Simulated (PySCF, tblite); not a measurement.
# C₅H₁₄GeSi: geometry, infrared bands and NMR shifts

Wanted: the infrared bands and NMR shifts of C₅H₁₄GeSi (`CC[SiH2][GeH2][CH]1CC1`), by calculation.

Programs: tblite 0.8.0 and PySCF 2.14.0, with density-fitted response routines of our own. Each step states its level of theory. These are calculated values for one molecule in the gas phase, unless marked as measured. Atoms are numbered from 0 throughout.

## (1) The starting structure

21 atoms, charge 0, multiplicity 1; geometry from: force field or distance geometry start.

Bonds of the start (Å): C0–C1 1.51, C1–Si2 1.89, Si2–Ge3 2.29, Ge3–C4 1.95, C4–C5 1.51, C5–C6 1.50, C6–C4 1.53, C0–H7 1.11, C0–H8 1.11, C0–H9 1.12, C1–H10 1.13, C1–H11 1.10, Si2–H12 1.45, Si2–H13 1.49, Ge3–H14 1.55, Ge3–H15 1.57, C4–H16 1.09, C5–H17 1.12, C5–H18 1.11, C6–H19 1.11, C6–H20 1.12.

## (2) Relaxing the molecule with GFN2-xTB

Job settings and geometry (Å):

```
{"job": {"kind": "relax", "xc": "GFN2-xTB", "basis": "xTB"}, "charge": 0, "multiplicity": 1}
C     -3.005300     0.655300     0.021500
C     -2.748400    -0.824700     0.134100
Si    -1.014000    -1.270500    -0.468100
Ge     0.310900     0.525500     0.031400
C      2.029500     0.032700     0.802300
C      3.126100    -0.454700    -0.121600
C      3.140100     0.977800     0.330300
H     -2.412400     1.265400     0.737700
H     -2.796700     1.043800    -0.992300
H     -4.087000     0.836500     0.262100
H     -2.758200    -1.150800     1.214300
H     -3.502100    -1.444100    -0.364700
H     -0.559300    -2.541600     0.066700
H     -1.135800    -1.361600    -1.948400
H      0.450300     1.389100    -1.250900
H     -0.418400     1.378800     1.126800
H      2.055600    -0.311100     1.839100
H      2.729600    -0.722700    -1.131300
H      3.933900    -1.086400     0.292800
H      3.819400     1.325300     1.138700
H      2.833400     1.755000    -0.411500
```

On the command line:

```bash
OMP_NUM_THREADS=1 python probes_run.py task.json out
```

This one command runs all jobs of the session in turn.

**Question.** This job is followed by: GFN2-xTB harmonic vibrations, gas phase; GIAO PBE0/pcSseg-1 NMR shielding, non-relativistic, gas phase. Predict these results of the whole session: strongest single infrared mode (GFN2-xTB); zero-point energy (GFN2-xTB); 13C shifts against TMS (PBE0/pcSseg-1, means over atoms taken as alike); 1H shifts against TMS (PBE0/pcSseg-1, means over atoms taken as alike); 29Si shifts against TMS (PBE0/pcSseg-1); 73Ge shifts against GeMe4 (PBE0/pcSseg-1); surface potential, 1st and 99th percentile.

As calculated:

| quantity | value |
| --- | --- |
| strongest single infrared mode (GFN2-xTB) | 1927 cm⁻¹, 547 km/mol |
| zero-point energy (GFN2-xTB) | 104.3 kcal/mol |
| 13C shifts against TMS (PBE0/pcSseg-1, means over atoms taken as alike) | 13.1, 5.8, 5.6, -3.8 ppm |
| 1H shifts against TMS (PBE0/pcSseg-1, means over atoms taken as alike) | 4.07, 3.60, 1.10, 0.90, 0.71, 0.14, -0.10 ppm |
| 29Si shifts against TMS (PBE0/pcSseg-1) | -66.2 ppm |
| 73Ge shifts against GeMe4 (PBE0/pcSseg-1) | -212 ppm |
| surface potential, 1st and 99th percentile | -0.44 V and 0.76 V |

In words: Over 126 steps the energy fell by 0.622 eV; of the close pairs, Si2–Ge3 changed most, 2.287 to 2.351 Å. No mode is imaginary among the 57: a minimum at this level. The strongest single mode, at 1927 cm⁻¹, moves mainly H14 and H15. Unscaled tight-binding wavenumbers are off by several per cent, some by more. Its intensities can rank the bands wrongly. At PBE0/pcSseg-1: The widest tensor belongs to Ge3: span 271 ppm, with a paramagnetic part of -1217 ppm. Spin-orbit coupling is left out, which matters for shieldings and couplings at and beside the heavy atoms.
